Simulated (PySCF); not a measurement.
# Antimony: the same states on changed settings

An exercise on one series of results from a longer session: the logs are not shown, and one member is left open.

Method: unrestricted determinants in a Gaussian basis, no spin-orbit coupling in the energies. Code: PySCF 2.14.0.

## The atom as given

```
Element                                   : antimony (Z = 51)
Basis                                     : STO-3G (5s4p2d, 27 functions)
Hamiltonian                               : no relativity, point nucleus
State 1                                   : Sb⁺: [Kr] 4d10 5s2 5p2, high-spin 3P determinant
State 2                                   : Sb²⁺: [Kr] 4d10 5s2 5p1, 2P determinant
Methods                                   : UHF, M06-2X, MN15, MP2, CCSD(T)
Core shells frozen in the correlated runs : valence: [Kr] 4d10 (for Sb⁺)
```

The outer shells:

Sb+ [Kr] 4d10 5s2 5p2
```
[Kr] core
4d [↑↓][↑↓][↑↓][↑↓][↑↓]
5s [↑↓]
5p [↑ ][↑ ][  ]
```

Sb2+ [Kr] 4d10 5s2 5p1
```
[Kr] core
4d [↑↓][↑↓][↑↓][↑↓][↑↓]
5s [↑↓]
5p [↑ ][  ][  ]
```

The sound run (x2c-SVPall, scalar relativity by spin-free X2C-1e, symmetry-adapted start, fine grid, valence correlation) gave:

| species | method | energy (hartree) |
| --- | --- | --- |
| Sb⁺ | UHF | -6476.94088 |
| Sb⁺ | M06-2X | -6480.24634 |
| Sb⁺ | MN15 | -6483.93476 |
| Sb⁺ | MP2 (valence) | -6476.97489 |
| Sb⁺ | CCSD(T) (valence) | -6476.98916 |
| Sb²⁺ | UHF | -6476.35157 |
| Sb²⁺ | M06-2X | -6479.64085 |
| Sb²⁺ | MN15 | -6483.32213 |
| Sb²⁺ | MP2 (valence) | -6476.37804 |
| Sb²⁺ | CCSD(T) (valence) | -6476.39116 |

The runs were made by one driver on top of PySCF. The scripts below sum up each run's settings (the driver also hands on starting orbitals that pick excited configurations, and frozen orbitals as a list rather than a count), and the logs come from the driver's own runs. The driver starts from symmetry-adapted Hartree-Fock orbitals, holds the occupation by maximum overlap and uses a logarithmic radial grid for functionals, so a plain start would take other cycles.

The first run:

It was started by

```sh
$ OMP_NUM_THREADS=1 python atomrun2.py TASK.json OUT
```

File input.py:

```python
from pyscf import gto, scf, dft, mp, cc
import basis_set_exchange as bse
mol = gto.M(atom="Sb 0 0 0", charge=1, spin=2, symmetry="D2h",
            basis=gto.basis.parse(bse.get_basis("STO-3G", elements=["Sb"], fmt="nwchem", header=False)))
mf = scf.UHF(mol)
mf.irrep_nelec = {'Ag': (9, 9), 'B1g': (2, 2), 'B2g': (2, 2), 'B3g': (2, 2), 'B1u': (4, 3), 'B2u': (4, 3), 'B3u': (3, 3)}
mf.kernel()
```

Steps of the session up to this table: Changed run, Sb⁺, method by method; Changed run, Sb²⁺, method by method.

One of the session's tables, all rows but one given; the rest of the session is left out.

Ionisation energy of Sb⁺:

| method | sound run (eV) |
| --- | --- |
| UHF | 16.036 |
| M06-2X | 16.476 |
| MN15 | 16.671 |
| MP2 | 16.241 |
| SCS-MP2 | 16.187 |
| CCSD | ? |
| CCSD(T) | 16.272 |

Estimate the missing values for CCSD.

As computed: sound run (eV): 16.267. In the column «sound run (eV)» it lies between MP2 (16.241) and CCSD(T) (16.272).
